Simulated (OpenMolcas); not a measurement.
**Ru²⁺ among point charges: CASSCF levels and susceptibility**

How does a field of 6 point charges split the states of Ru²⁺, and what χT follows?

Program: OpenMolcas 26.06. Level of theory: state-averaged CASSCF, spin-orbit coupling by RASSI with atomic mean-field integrals. These are calculated values, not measurements, unless marked.

1 further run of the same task is left out (it didn't finish).

### Step 1. What is computed

* Species: Ru²⁺ (ruthenium, Z = 44, 42 electrons)
* Basis: ANO-RCC-VDZP [6s5p3d1f], 43 functions
* Scalar Hamiltonian: DKH2, point nucleus
* Inactive shells: 1s 2s 2p 3s 3p 3d 4s 4p
* Active space: 6 electrons in 5 orbitals (4d)
* Some configurations of this space: 4d6
* Orbitals: optimised for each spin and parity, averaged over all roots

The outer shells:

4d6
```
4d [↑↓][↑ ][↑ ][↑ ][↑ ]
```

The ion sits among 6 point charges of -1.7 e arranged as a trigonal antiprism (D3d), 1.95 Å from the ion, with a polar angle of 63.5° against the regular 54.74°. The active orbitals were held to one l.

Each step is its own input file, run in one work folder so that later steps find the files of earlier ones. Labels, J, g values, rates, χT and fits are worked out afterwards by a script from the matrices that RASSI stores. The input lists half of the charges; inversion (Group=XYZ) makes the rest.

### Step 2. One- and two-electron integrals

The input, a.inp:

```
&GATEWAY
Coord
1

Ru 0.0 0.0 0.0
Basis=ANO-RCC-VDZP
Group=XYZ
NoMove
AngMom=0.0 0.0 0.0
AMFI
XField
3 Angstrom 0
0.000000 1.745020 0.870290 -1.700000
1.511232 -0.872510 0.870290 -1.700000
1.511232 0.872510 -0.870290 -1.700000
&SEWARD
```

Command:

```sh
> OMP_NUM_THREADS=1 MOLCAS_MEM=1689 MOLCAS_PROJECT=a pymolcas a.inp > a.log
```

### Step 3. Reference wave functions, quintets of even parity, 5 roots

The input, a.inp:

```
&RASSCF
FileOrb=start.orb
Symmetry=1
Spin=5
nActEl=6 0 0
Inactive=9 9
Ras2=5 0
CIRoot=5 5 1
SDav=5
CIMx=300
Iter=120 100
PrWF=0.3
OrbListing=Nothing
MaxOrb=0
SupSym
1
15 4 5 6 7 8 10 11 12 13 14 17 18 19 20 21
0
>>> COPY $Project.JobIph JOB001
```

start.orb holds the contracted functions of the basis, ordered by shell, or the orbitals of the step before.

### Step 4. CASSCF: triplets of even parity, 45 roots

The input, a.inp:

```
&RASSCF
FileOrb=start.orb
Symmetry=1
Spin=3
nActEl=6 0 0
Inactive=9 9
Ras2=5 0
CIRoot=45 45 1
SDav=45
CIMx=300
Iter=120 100
PrWF=0.3
OrbListing=Nothing
MaxOrb=0
SupSym
1
15 4 5 6 7 8 10 11 12 13 14 17 18 19 20 21
0
>>> COPY $Project.JobIph JOB002
```

### Step 5. Reference wave functions, singlets of even parity, 50 roots

The input, a.inp:

```
&RASSCF
FileOrb=start.orb
Symmetry=1
Spin=1
nActEl=6 0 0
Inactive=9 9
Ras2=5 0
CIRoot=50 50 1
SDav=50
CIMx=300
Iter=120 100
PrWF=0.3
OrbListing=Nothing
MaxOrb=0
SupSym
1
15 4 5 6 7 8 10 11 12 13 14 17 18 19 20 21
0
>>> COPY $Project.JobIph JOB003
```

### Step 6. State interaction with spin-orbit coupling

The input, a.inp:

```
&RASSI
NrOfJobIphs=3 5 45 50
1 2 3 4 5
1 2 3 4 5 6 7 8 9 10 11 12 13 14 15 16 17 18 19 20 21 22 23 24 25 26 27
28 29 30 31 32 33 34 35 36 37 38 39 40 41 42 43 44 45
1 2 3 4 5 6 7 8 9 10 11 12 13 14 15 16 17 18 19 20 21 22 23 24 25 26 27
28 29 30 31 32 33 34 35 36 37 38 39 40 41 42 43 44 45 46 47 48 49 50
IphNames
JOB001
JOB002
JOB003
EJob
SpinOrbit
DIPRint=1.0
SOCoupling=1000.0
Subsets=2
Property=9
'ANGMOM' 1 'ANGMOM' 2 'ANGMOM' 3 'MLTPL  1' 1 'MLTPL  1' 2 'MLTPL  1' 3
'AMFI' 1 'AMFI' 2 'AMFI' 3
SOProperty=3
'ANGMOM' 1 'ANGMOM' 2 'ANGMOM' 3
```

**Question.** What will these runs give? Wanted: spin-free ground state; first state of the same spin within the active space; lowest level; next level.

**Answer**, as computed:

```
                                            quantity                            value
                                              method                           CASSCF
                              spin-free ground state  5A1, 1-fold in its orbital part
first state of the same spin within the active space                  5E at 5110 cm⁻¹
                                        lowest level                        1-fold A1
                                          next level                        65.7 cm⁻¹
                                         χT at 300 K                   3.48 cm³ K/mol
                           effective moment at 300 K                          5.27 μB
```

In words: The spin-free ground state (5A1) comes to 100 % from free-ion D terms and keeps the highest spin of the shell. χT at 300 K is 3.48, against 3.01 cm³ K/mol for the spin alone, so orbital moment adds to it. An active space of the d shell alone favours high spin; real ions in strong fields can be low spin. The field of point charges can differ much from that of real complexes. With metal d orbitals alone active, the gaps between spin states are rough; where two lie within a few thousand cm-1, their order is open. Point charges carry no covalency, so the field is a model and not that of real ligands.
